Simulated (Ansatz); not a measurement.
# CH6FGa: the cost of one run

The runs use Ansatz 0.2.0; RKS SPW92 (LDA)/def2-SVP.

### 1 Reference: CH6FGa by itself, as typed

The input, input.yaml:

```yaml
crystal:
  periodic: [false, false, false]
  atoms:
    - { symbol: Ga, position_ang: [-0.868667, -0.455872, -0.83701] }
    - { symbol: F, position_ang: [0.82141, 0.55684, -1.630688] }
    - { symbol: H, position_ang: [-0.650744, -1.984026, -1.089467] }
    - { symbol: H, position_ang: [-2.095575, 0.512783, -0.887796] }
    - { symbol: H, position_ang: [0.761411, 0.455324, -0.423767] }
    - { symbol: C, position_ang: [0.451906, 0.233928, 0.919594] }
    - { symbol: H, position_ang: [1.526129, 0.057401, 1.138977] }
    - { symbol: H, position_ang: [-0.076086, -0.580282, 1.467189] }
    - { symbol: H, position_ang: [0.130416, 1.204006, 1.342969] }
basis:
  gaussian: { orbitals: def2-SVP }
hamiltonian:
  xc: lda
output:
  forces: true
relax:
  f_tol: 0.02
  max_steps: 120
  constraints:
    - { distance: [0, 5] }
    - { distance: [1, 4] }
    - { distance: [0, 1] }
    - { distance: [4, 5] }
  escape_saddle: false
```

Command:

```
$ ansatz run input.yaml --threads 1 --pin off --max-ram 2560MiB --backend cpu --events-out ev --progress --plain --runs-dir out
```

What time and memory should one allow on 1 thread of Arm Neoverse V2, shared host?

About 5.7 s, with a peak of 0.12 GiB.
